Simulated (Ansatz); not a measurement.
**ScCu: response to strain**

Aim: deform ScCu (zz strain of -2 %) and compute stress, forces and field gradients with LAPW, PAW and all-electron datasets made for the crystal.

Method: DFT LDA, scalar-relativistic, in Ansatz 0.2.0.

## Step 1: Starting point

Symmetry: Pm-3m, No. 221, cubic system. The conventional cell has a = 3.256 Å, b = 3.256 Å, c = 3.256 Å, α = 90.00°, β = 90.00°, γ = 90.00°. Around Sc (site symmetry m-3m) lie 8 Cu at 2.82 Å. Cu (site symmetry m-3m) has 8 Sc at 2.82 Å as nearest neighbours.

As a file:

```
Sc Cu
1.0
     3.25600    0.00000    0.00000
     0.00000    3.25600    0.00000
     0.00000    0.00000    3.25600
Sc Cu
1 1
Direct
  0.50000 0.50000 0.50000
  0.00000 0.00000 0.00000
```

Atoms are numbered in the order of the input: Sc1, Cu2.

## Step 2: The deformed structure

Space group Pm-3m before, P4/mmm after.

## Step 3: LAPW, all electrons

Input file input.yaml:

```yaml
crystal:
  lattice:
    - [3.256, 0.0, 0.0]
    - [0.0, 3.256, 0.0]
    - [0.0, 0.0, 3.19088]
  atoms:
    - { symbol: Sc, position: [0.5, 0.5, 0.5] }
    - { symbol: Cu, position: [0.0, 0.0, 0.0] }
kpoints:
  mp_grid: { grid: [11, 11, 11] }
  band_path:
    path:
      - [0.0, 0.0, 0.0]
      - [0.0, 0.5, 0.0]
      - [0.5, 0.5, 0.0]
      - [0.0, 0.0, 0.0]
      - [0.0, 0.0, 0.5]
      - [0.0, 0.5, 0.5]
      - [0.5, 0.5, 0.5]
      - [0.0, 0.0, 0.5]
      - [0.0, 0.5, 0.0]
    npoints: 5
scf:
  occupations: { method: fermi_dirac, width: 0.05 }
hamiltonian:
  xc: lda
  pseudopotentials: { kind: all_electron, lapw: { basis_error: 0.0005 } }
output:
  forces: true
  stress: true
  eigenvalues: true
```

The run is started by

```
> ansatz run input.yaml --threads 1 --pin off --max-ram 3072MiB --backend cpu --events-out ev --progress --plain --runs-dir out
```

## Step 4: Frozen-core PAW

Input file input.yaml:

```yaml
crystal:
  lattice:
    - [3.256, 0.0, 0.0]
    - [0.0, 3.256, 0.0]
    - [0.0, 0.0, 3.19088]
  atoms:
    - { symbol: Sc, position: [0.5, 0.5, 0.5] }
    - { symbol: Cu, position: [0.0, 0.0, 0.0] }
kpoints:
  mp_grid: { grid: [11, 11, 11] }
scf:
  occupations: { method: fermi_dirac, width: 0.05 }
hamiltonian:
  xc: lda
  pseudopotentials: { kind: paw }
output:
  forces: true
  stress: true
  eigenvalues: true
  efg: { contact_densities: true }
```

## Step 5: Datasets made for this crystal

Changes to input.yaml since step 4:

```diff
@@ -14,3 +14,3 @@
   xc: lda
-  pseudopotentials: { kind: paw }
+  pseudopotentials: { kind: all_electron, datasets: crystal }
 output:
```

(Steps that only read results are left out.)

Before running it: what results should come out? Wanted: pressure; largest shear or deviatoric stress.

The runs gave:

| quantity | value |
| --- | --- |
| pressure | LAPW -6.03, PAW -6.03, crystal datasets -6.02 GPa |
| largest shear or deviatoric stress (LAPW) | 0.60 GPa |

In words: The largest part of the stress beyond the pressure is 0.60 GPa in size, in the zz component; the atoms are carried along and not relaxed. No run of the undeformed cell stands beside it, so the pressure holds what the given cell had before the change. PAW: stress within 0.01 GPa of LAPW. Crystal datasets: stress within 0.01 GPa of LAPW.
